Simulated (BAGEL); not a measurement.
# HF/STO-3G (density fitting with qzvpp-jkfit) run of CH6ClNSi (SMILES CN[SiH2]Cl)

What is the vertical singlet–triplet gap of CH6ClNSi at HF/STO-3G (density fitting with qzvpp-jkfit)? 

The results are computed with BAGEL 1.2.2.

## Step 1: The structure to begin with

CH6ClNSi has 10 atoms, charge 0, and is taken as a singlet. SMILES: `CN[SiH2]Cl`. The shape is that of a PBE0-D4/def2-TZVP optimisation. This is one conformer, not always the lowest.

Bond lengths: C1–N2 1.450 Å, N2–Si3 1.697 Å, Si3–Cl4 2.075 Å, C1–H5 1.096 Å, C1–H6 1.093 Å, C1–H7 1.093 Å, N2–H8 1.008 Å, Si3–H9 1.479 Å, Si3–H10 1.479 Å. Some angles: C1–N2–Si3 123.8°, N2–Si3–Cl4 114.8°, C1–N2–H8 113.6°, Si3–N2–H8 117.7°, N2–C1–H5 113.1°, N2–C1–H6 110.8°, N2–C1–H7 109.4°, N2–Si3–H9 108.1°, N2–Si3–H10 108.8°, Cl4–Si3–H9 106.5°.

## Step 2: A single-point energy at HF/STO-3G (density fitting with qzvpp-jkfit)

Input file input.json:

```json
{ "bagel": [

{
  "title": "molecule",
  "basis": "sto-3g",
  "df_basis": "qzvpp-jkfit",
  "angstrom": true,
  "geometry": [
    { "atom": "C", "xyz": [      -0.242300,       1.264400,       0.564800 ] },
    { "atom": "N", "xyz": [      -0.436700,       0.246400,      -0.448800 ] },
    { "atom": "Si", "xyz": [       0.477700,      -1.180400,      -0.542000 ] },
    { "atom": "Cl", "xyz": [       0.138000,      -2.533300,       0.993900 ] },
    { "atom": "H", "xyz": [      -0.833400,       1.088300,       1.470800 ] },
    { "atom": "H", "xyz": [      -0.494100,       2.254000,       0.174500 ] },
    { "atom": "H", "xyz": [       0.810100,       1.289000,       0.857400 ] },
    { "atom": "H", "xyz": [      -1.369300,       0.230400,      -0.831400 ] },
    { "atom": "H", "xyz": [       0.120300,      -1.874000,      -1.798300 ] },
    { "atom": "H", "xyz": [       1.912700,      -0.835900,      -0.438000 ] }
  ]
},

{ "title": "hf" },

{ "title": "print", "file": "orbitals.molden", "orbitals": true }

]}
```

Launch:

```sh
BAGEL_NUM_THREADS=1 BAGEL input.json > input.out
```

Standard output:

```text
* using 1 threads per process

  ===============================================================
  ===============================================================

  *** Geometry ***

  { "atom" : "C", "xyz" : [     -0.457881,      2.389370,      1.067317 ] },
  { "atom" : "N", "xyz" : [     -0.825243,      0.465629,     -0.848109 ] },
  { "atom" : "Si", "xyz" : [      0.902722,     -2.230633,     -1.024232 ] },
  { "atom" : "Cl", "xyz" : [      0.260782,     -4.787243,      1.878199 ] },
  { "atom" : "H", "xyz" : [     -1.574898,      2.056589,      2.779409 ] },
  { "atom" : "H", "xyz" : [     -0.933714,      4.259443,      0.329757 ] },
  { "atom" : "H", "xyz" : [      1.530867,      2.435857,      1.620251 ] },
  { "atom" : "H", "xyz" : [     -2.587602,      0.435393,     -1.571118 ] },
  { "atom" : "H", "xyz" : [      0.227334,     -3.541347,     -3.398294 ] },
  { "atom" : "H", "xyz" : [      3.614479,     -1.579622,     -0.827700 ] },

  Number of auxiliary basis functions:      516

  Since a DF basis is specified, we compute 2- and 3-index integrals:
    o Being stored without compression. Storage requirement is 0.005 GB

  Number of basis functions:       34
  Number of electrons      :       50

    * METHOD: MOLECULE                             0.16

  *** RHF ***

  === Nuclear Repulsion ===
   218.5267219920

      * DIIS with orbital gradients will be used.

  === RHF iteration (sto-3g) ===
      0       -834.84497698          0.00968515           0.02
      1       -834.89303697          0.00206679           0.03
      2       -834.89528292          0.00060745           0.03
      3       -834.89551158          0.00010248           0.02
      4       -834.89552212          0.00002728           0.02
      5       -834.89552295          0.00000535           0.02
      6       -834.89552298          0.00000119           0.02
      7       -834.89552298          0.00000036           0.02
      8       -834.89552298          0.00000007           0.02
      9       -834.89552298          0.00000002           0.02
     10       -834.89552298          0.00000001           0.02
    * SCF iteration converged.

    * Permanent dipole moment:
           (    0.051604,    -0.829453,     0.745951) a.u.

    * METHOD: HF                                   0.33

    * METHOD: PRINT                                0.00

  ===============================================================
```

Run time: 0.64 s. Hardware: 1 thread of Intel Xeon 6975P-C (Granite Rapids), shared host.

## Step 3: The triplet, same level

Input file input.json:

```json
{ "bagel": [

{
  "title": "molecule",
  "basis": "sto-3g",
  "df_basis": "qzvpp-jkfit",
  "angstrom": true,
  "geometry": [
    { "atom": "C", "xyz": [   -0.242300,    1.264400,    0.564800 ] },
    { "atom": "N", "xyz": [   -0.436700,    0.246400,   -0.448800 ] },
    { "atom": "Si", "xyz": [    0.477700,   -1.180400,   -0.542000 ] },
    { "atom": "Cl", "xyz": [    0.138000,   -2.533300,    0.993900 ] },
    { "atom": "H", "xyz": [   -0.833400,    1.088300,    1.470800 ] },
    { "atom": "H", "xyz": [   -0.494100,    2.254000,    0.174500 ] },
    { "atom": "H", "xyz": [    0.810100,    1.289000,    0.857400 ] },
    { "atom": "H", "xyz": [   -1.369300,    0.230400,   -0.831400 ] },
    { "atom": "H", "xyz": [    0.120300,   -1.874000,   -1.798300 ] },
    { "atom": "H", "xyz": [    1.912700,   -0.835900,   -0.438000 ] }
  ]
},
{ "title": "uhf", "nopen": 2 },
{ "title": "print", "file": "orbitals.molden", "orbitals": true }

]}
```

Launch:

```sh
BAGEL_NUM_THREADS=1 BAGEL input.json > input.out
```

Standard output:

```text
* using 1 threads per process

  ===============================================================
  ===============================================================

  *** Geometry ***

  { "atom" : "C", "xyz" : [     -0.457881,      2.389370,      1.067317 ] },
  { "atom" : "N", "xyz" : [     -0.825243,      0.465629,     -0.848109 ] },
  { "atom" : "Si", "xyz" : [      0.902722,     -2.230633,     -1.024232 ] },
  { "atom" : "Cl", "xyz" : [      0.260782,     -4.787243,      1.878199 ] },
  { "atom" : "H", "xyz" : [     -1.574898,      2.056589,      2.779409 ] },
  { "atom" : "H", "xyz" : [     -0.933714,      4.259443,      0.329757 ] },
  { "atom" : "H", "xyz" : [      1.530867,      2.435857,      1.620251 ] },
  { "atom" : "H", "xyz" : [     -2.587602,      0.435393,     -1.571118 ] },
  { "atom" : "H", "xyz" : [      0.227334,     -3.541347,     -3.398294 ] },
  { "atom" : "H", "xyz" : [      3.614479,     -1.579622,     -0.827700 ] },

  Number of auxiliary basis functions:      516

  Since a DF basis is specified, we compute 2- and 3-index integrals:
    o Being stored without compression. Storage requirement is 0.005 GB

  Number of basis functions:       34
  Number of electrons      :       50

    * METHOD: MOLECULE                             0.20

  *** Open-shell HF ***

  === Nuclear Repulsion ===
   218.5267219920

      * DIIS with orbital gradients will be used.

  === UHF iteration (sto-3g) ===
      0       -834.48491771          0.02009450           0.04
      1       -834.56852125          0.00696874           0.05
      2       -834.58088895          0.00239315           0.03
      3       -834.58462299          0.00125364           0.04
      4       -834.58638395          0.00057126           0.04
      5       -834.58714880          0.00034811           0.03
      6       -834.58751178          0.00015125           0.05
      7       -834.58758363          0.00007873           0.03
      8       -834.58760893          0.00004669           0.04
      9       -834.58762102          0.00002204           0.04
     10       -834.58762290          0.00001043           0.03
     11       -834.58762319          0.00000319           0.04
     12       -834.58762321          0.00000156           0.03
     13       -834.58762321          0.00000069           0.03
     14       -834.58762321          0.00000041           0.04
     15       -834.58762321          0.00000020           0.03
     16       -834.58762321          0.00000010           0.04
     17       -834.58762321          0.00000004           0.04
     18       -834.58762321          0.00000002           0.03
     19       -834.58762321          0.00000001           0.05
    * SCF iteration converged.

    * S^2 (UHF) is 2.0156

    * Permanent dipole moment:
           (    0.751351,    -3.033136,     1.146629) a.u.

    * METHOD: UHF                                  0.85

    * METHOD: PRINT                                0.00

  ===============================================================
```

It took 1.2 s on 1 thread of Intel Xeon 6975P-C (Granite Rapids), shared host.

## Step 4: Outcome

Level: HF/STO-3G (density fitting with qzvpp-jkfit).

```
                                        quantity          value
                           singlet: total energy  -834.89552 Eh
                          singlet: dipole moment         2.84 D
                            singlet: HOMO energy       -8.45 eV
                            singlet: LUMO energy        9.82 eV
                          singlet: HOMO–LUMO gap       18.27 eV
                           triplet: total energy  -834.58762 Eh
                          triplet: dipole moment         8.46 D
                                   triplet: ⟨S²⟩          2.016
vertical energy of the triplet above the singlet       8.378 eV
```

What this shows: At this shape the triplet lies 8.38 eV (193 kcal/mol) above the singlet. In a minimal basis such a difference can be off by several eV, whatever the method.
